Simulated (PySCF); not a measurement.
# ClGeH4P: the cost of one run

Computed with PySCF 2.14.0, with density-fitted response routines of our own, on a single molecule in the gas phase. Atoms count from 0, in the outputs and in this text.

## Step 1: The molecule as given

7 atoms, charge 0, multiplicity 1; geometry from: GFN2-xTB. The atoms were then displaced at random by about 0.01 Å, so the start is not that level's minimum.

Bonds of the start (Å): P0–Ge1 2.34, Ge1–Cl2 2.13, P0–H3 1.41, P0–H4 1.40, Ge1–H5 1.51, Ge1–H6 1.51.

## Step 2: Optimising the geometry at PBE0-D3(BJ)/def2-SVP

The job: settings as JSON, then the geometry in Å.

```
{"job": {"xc": "PBE0", "basis": "def2-SVP", "d3": "d3bj", "grid": 1, "shake": 0.01, "kind": "geom"}, "charge": 0, "multiplicity": 1}
P      1.510610    -0.623420     0.301750
Ge    -0.777220    -0.208180     0.032200
Cl    -1.194200     1.745140    -0.697170
H      1.805540    -0.072510    -0.963530
H      1.678180     0.627330     0.903390
H     -1.439020    -1.147290    -0.953460
H     -1.549940    -0.350160     1.326890
```

The run is started by

```console
$ OMP_NUM_THREADS=1 python probes_run.py task.json out
```

This one command runs all jobs of the session in turn.

Q: Estimate the wall time and peak memory of this first job on 1 thread of Arm Neoverse N1, shared host.

About 33 s, with a peak of 0.36 GiB.
